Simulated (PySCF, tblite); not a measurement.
# C5H8NS radical: geometry, infrared bands and EPR parameters

Aim: predict the infrared bands and EPR parameters of C5H8NS radical (`[H]/N=[C]/[C@@H]1CCCS1`).

Computed with tblite 0.8.0 and PySCF 2.14.0, with density-fitted response routines of our own, on a single molecule in the gas phase. Atoms are numbered from 0 throughout.

**1. The starting structure**

15 atoms, charge 0, multiplicity 2; geometry from: force field or distance geometry start.

Bonds of the start (Å): N0–C1 1.28, C1–C2 1.47, C2–C3 1.50, C3–C4 1.47, C4–C5 1.47, C5–S6 1.82, S6–C2 1.81, N0–H7 1.03, C2–H8 1.11, C3–H9 1.09, C3–H10 1.13, C4–H11 1.11, C4–H12 1.12, C5–H13 1.10, C5–H14 1.12.

**2. Relaxing the molecule with GFN2-xTB**

Job settings and geometry (Å):

```
{"job": {"kind": "relax", "xc": "GFN2-xTB", "basis": "xTB"}, "charge": 0, "multiplicity": 2}
N      2.696300     0.109600     0.471600
C      2.028300    -0.958200     0.691900
C      0.575200    -1.068800     0.469800
C      0.208800    -0.402000    -0.822200
C     -1.033300     0.379400    -0.722500
C     -1.368400     0.821500     0.638200
S     -0.276700    -0.113700     1.749800
H      2.282200     0.987000     0.119300
H      0.268200    -2.134400     0.528200
H      1.033800     0.152000    -1.274100
H     -0.005400    -1.246600    -1.547500
H     -1.872300    -0.179900    -1.183000
H     -0.903400     1.291500    -1.357700
H     -1.235000     1.900800     0.817300
H     -2.402900     0.469900     0.882000
```

Launch:

```bash
OMP_NUM_THREADS=1 python probes_run.py task.json out
```

One launch serves the whole session: the jobs run in the order shown.

**Question.** This job is followed by: GFN2-xTB harmonic vibrations, gas phase; UKS B3LYP, pcH-1 on C H N S, non-relativistic, mean-field spin-orbit, GIAO. Predict these results of the whole session: strongest single infrared mode (GFN2-xTB); zero-point energy (GFN2-xTB); g(iso) (B3LYP); ⟨S²⟩; largest a(iso); potential on the surface of density 0.002 e/bohr³, 1st and 99th percentile; property runs in this session.

The runs gave:

| quantity | value |
| --- | --- |
| strongest single infrared mode (GFN2-xTB) | 2186 cm⁻¹, 913 km/mol |
| zero-point energy (GFN2-xTB) | 74.2 kcal/mol |
| g(iso) (B3LYP) | 2.02063 |
| ⟨S²⟩ | 0.755 (exact 0.75) |
| largest a(iso) | 1H on H14, 65.4 MHz |
| potential on the surface of density 0.002 e/bohr³, 1st and 99th percentile | -1.30 V and 2.07 V |
| property runs in this session | 1, of which 0 failed and 1 gave unsound results |

In words: The optimisation took 115 steps and gained 1.264 eV; among the close pairs (by a distance rule), C2–S6 changed most, from 1.810 to 2.527 Å. The frame itself reshapes: C2···S6 goes from 1.81 to 2.53 Å. No mode is imaginary among the 39: a minimum at this level. The strongest single mode, at 2186 cm⁻¹, moves mainly C1. Unscaled tight-binding wavenumbers are off by several per cent, some by more. Its intensities can rank the bands wrongly. The structure rearranged or came apart on optimisation; the results belong to the end geometry, not to the formula as drawn. Most of the unpaired spin sits on S6 (0.73 e). The isotropic g lies 18.3 ppt above the free-electron value. These values are not to be trusted: the run shows nearly degenerate orbitals, where second-order g theory doesn't apply. These values are for one conformer; the search (at its own cheap level) found 2 more, at 0.00, 1.09 kcal/mol (those within 0.05 may be mirror or relabelled copies), and measured spectra average over such forms.
